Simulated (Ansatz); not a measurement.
# Co (Co, dhcp): the cost of one run

Computed with Ansatz 0.2.0 (DFT m-r2SCAN, plane waves (500 eV) with PAW, scalar-relativistic; PAW files made under PBE, frozen cores solved again for the functional; m-r²SCAN is r²SCAN on the gauge-invariant kinetic-energy density, unless a step says otherwise).

**1. The system as given**

Symmetry: P6_3/mmc, No. 194, hexagonal system. The conventional cell has a = 2.502 Å, b = 2.502 Å, c = 8.171 Å, α = 90.00°, β = 90.00°, γ = 120.00°. Co (site symmetry -3m) is surrounded by 12 Co at 2.50 Å. Co (site symmetry -6m2) has 12 Co at 2.50 Å as nearest neighbours.

Structure file:

```
Co
1.0
     2.50188    0.00000    0.00000
    -1.25094    2.16670    0.00000
     0.00000    0.00000    8.17115
Co
4
Direct
  0.00000 0.00000 0.00000
  0.00000 0.00000 0.50000
  0.33333 0.66667 0.25000
  0.66667 0.33333 0.75000
```

Starting moments (μB): +1.7 ×4.

**2. Relaxation of the cell**

File input.yaml:

```yaml
crystal:
  lattice:
    - [2.5018845205, 0.0, 0.0]
    - [-1.2509422603, 2.1666955521, 0.0]
    - [0.0, 0.0, 8.1711548441]
  atoms:
    - { symbol: Co, position: [0.0, 0.0, 0.0], spin: 1.7 }
    - { symbol: Co, position: [0.0, 0.0, 0.5], spin: 1.7 }
    - { symbol: Co, position: [0.3333333333, 0.6666666667, 0.25], spin: 1.7 }
    - { symbol: Co, position: [0.6666666667, 0.3333333333, 0.75], spin: 1.7 }
hamiltonian:
  xc: mr2scan
  pseudopotentials:
    kind: paw
    azcp:
      Co: "pseudopotentials/Co.paw.azcp"
basis:
  ecutwfc: 500
  fft_grid_basis: typed
kpoints:
  mp_grid: { grid: [14, 14, 4], shift: [0, 0, 0] }
magnetization:
  spin_polarized: true
scf:
  occupations: { method: fermi_dirac, width: 0.05 }
relax:
  max_steps: 60
  f_tol: 0.01
  cell: {}
```

What time and memory should one allow on 2 threads of an Arm CPU, shared host?

About 3.2 min, with a peak of 0.61 GiB.
